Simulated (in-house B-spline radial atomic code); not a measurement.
# Re³⁺: density, ELF and screening along the radius

Aim: the shell structure of Re³⁺ in the radial density, the electron localisation function and the screened nuclear charge, under several settings.

The numbers are computed with in-house B-spline radial atomic code version 1 (several methods, spin-polarised, as named in each step; spherical all-electron atom at the radial basis limit), except any that are marked as measured or tabulated.

## 1. The atom as given

- element: rhenium (Z = 75)
- charge: +3
- electrons: 72
- configuration: [Xe] 4f14 5d3 6p1
- nucleus: point (non-relativistic runs) or finite (X2C runs)

The outer shells:

[Xe] 4f14 5d3 6p1
```
[Xe] core
4f [↑↓][↑↓][↑↓][↑↓][↑↓][↑↓][↑↓]
5d [↑ ][↑ ][↑ ][  ][  ]
6p [↑ ][  ][  ]
```

Where spins are not typed, each open shell is filled with up spins first.

## 2. Hartree-Fock, non-rel., [Xe] 4f14 5d3 6p1

The run's settings:

```ini
Z = 75
electrons = 72.0
configuration = [Xe] 4f14 5d3 6p1
hamiltonian = nr
method = hf
spin_polarised = True
```

Run with:

```bash
$ python run_scf.py task.json out
```

task.json lists these runs, among others, and the program works through them in turn.

## 3. r2SCAN, non-rel., [Xe] 4f13 5d4 6p1

The run's settings:

```ini
Z = 75
electrons = 72.0
configuration = [Xe] 4f13 5d4 6p1
hamiltonian = nr
method = r2scan
spin_polarised = True
```

## 4. PBE, non-rel., [Xe] 4f13 5d4 6f1

The run's settings:

```ini
Z = 75
electrons = 72.0
configuration = [Xe] 4f13 5d4 6f1
hamiltonian = nr
method = pbe,pbe
spin_polarised = True
```

How large is the system in each run, where do the shell borders lie, and what is the highest level?

**Answer**, as computed:

| run | total energy (hartree) | highest level (eV) | radius holding 50 / 90 / 99 % (bohr) | radius at n = 0.001 (bohr) | ELF minima on the full grid (bohr) |
| --- | --- | --- | --- | --- | --- |
| Hartree-Fock, non-rel., [Xe] 4f14 5d3 6p1 | -15782.2368 | -25.408 | 0.381 / 1.21 / 2.85 | 4.13 | 0.031, 0.12, 0.29, 0.91, 2.8 |
| r2SCAN, non-rel., [Xe] 4f13 5d4 6p1 | -15784.4218 | -23.607 | 0.381 / 1.24 / 2.78 | 4.04 | 0.030, 0.12, 0.28, 0.88, 2.7 |
| PBE, non-rel., [Xe] 4f13 5d4 6f1 | -15783.2934 | -8.985 | 0.381 / 1.24 / 5.75 | 3.23 | 0.034, 0.11, 0.30, 0.78, 4.2 |

**Reading.** In the first run ELF has 5 minima on the grid, which mark the borders between shells. On the record's full grid the screened charge (r times the electrostatic potential) falls from 74.9 near the nucleus to 3.00 at 11 bohr; far out it tends to the net charge, 3. The radius that holds 99 % of the electrons runs from 2.78 bohr (r2SCAN, non-rel., [Xe] 4f13 5d4 6p1) to 5.75 bohr (PBE, non-rel., [Xe] 4f13 5d4 6f1). The grid is coarse (about 25 % a step), so the places of minima are rough.
